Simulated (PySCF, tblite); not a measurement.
# C₇H₇FS: geometry, infrared bands and NMR shifts

Wanted: the infrared bands and NMR shifts of C₇H₇FS (`C#C[C@@H]1C=CSC[C@H]1F`), by calculation.

Programs: tblite 0.8.0 and PySCF 2.14.0, with density-fitted response routines of our own. Each step states its level of theory. These are calculated values for one molecule in the gas phase, unless marked as measured. Atoms count from 0, in the outputs and in this text.

## Step 1: The molecule as given

16 atoms, charge 0, multiplicity 1; geometry from: force field or distance geometry start.

Bonds of the start (Å): C0–C1 1.24, C1–C2 1.43, C2–C3 1.51, C3–C4 1.33, C4–S5 1.81, S5–C6 1.82, C6–C7 1.53, C7–F8 1.39, C7–C2 1.51, C0–H9 1.05, C2–H10 1.13, C3–H11 1.10, C4–H12 1.08, C6–H13 1.12, C6–H14 1.10, C7–H15 1.11.

## Step 2: Optimising the geometry with GFN2-xTB

Job settings and geometry (Å):

```
{"job": {"kind": "relax", "xc": "GFN2-xTB", "basis": "xTB"}, "charge": 0, "multiplicity": 1}
C      2.912300    -1.123200     0.261000
C      1.793400    -0.641500     0.043400
C      0.498700    -0.085700    -0.200600
C      0.493200     1.325800     0.335800
C     -0.613600     2.058700     0.332900
S     -2.073000     1.266700    -0.393000
C     -1.876700    -0.516200    -0.085300
C     -0.544600    -0.829500     0.601200
F     -0.289600    -2.191500     0.527900
H      3.850900    -1.544300     0.450100
H      0.237100    -0.092900    -1.300400
H      1.409100     1.741500     0.768800
H     -0.642500     3.065400     0.720500
H     -2.665700    -0.914000     0.596400
H     -1.895300    -1.067000    -1.040200
H     -0.601200    -0.443500     1.637600
```

Started as:

```
OMP_NUM_THREADS=1 python probes_run.py task.json out
```

One launch serves the whole session: the jobs run in the order shown.

**Question.** This job is followed by: GFN2-xTB harmonic vibrations, gas phase; GIAO PBE0/pcSseg-1 NMR shielding, non-relativistic, gas phase. What will the session give for the following? strongest single infrared mode (GFN2-xTB); zero-point energy (GFN2-xTB); 13C shifts against TMS (PBE0/pcSseg-1); 1H shifts against TMS (PBE0/pcSseg-1); 33S shifts against CS2 (PBE0/pcSseg-1); 19F shifts against CFCl3 (PBE0/pcSseg-1).

As calculated:

| quantity | value |
| --- | --- |
| strongest single infrared mode (GFN2-xTB) | 1019 cm⁻¹, 73 km/mol |
| zero-point energy (GFN2-xTB) | 72.9 kcal/mol |
| 13C shifts against TMS (PBE0/pcSseg-1) | 130.0, 126.2, 95.1, 88.6, 76.5, 37.2, 35.6 ppm |
| 1H shifts against TMS (PBE0/pcSseg-1) | 6.03, 5.64, 4.96, 3.50, 3.04, 2.98, 1.54 ppm |
| 33S shifts against CS2 (PBE0/pcSseg-1) | 23 ppm |
| 19F shifts against CFCl3 (PBE0/pcSseg-1) | -194.0 ppm |

In words: The optimisation took 76 steps and gained 0.643 eV; among the close pairs (by a distance rule), C4–S5 changed most, from 1.812 to 1.749 Å. No mode is imaginary among the 42: a minimum at this level. The strongest single mode, at 1019 cm⁻¹, moves mainly C7 and F8. Unscaled tight-binding wavenumbers are off by several per cent, some by more. Its intensities can rank the bands wrongly. At PBE0/pcSseg-1: Shielding is most anisotropic at S5 (span 376 ppm, paramagnetic term -573 ppm).
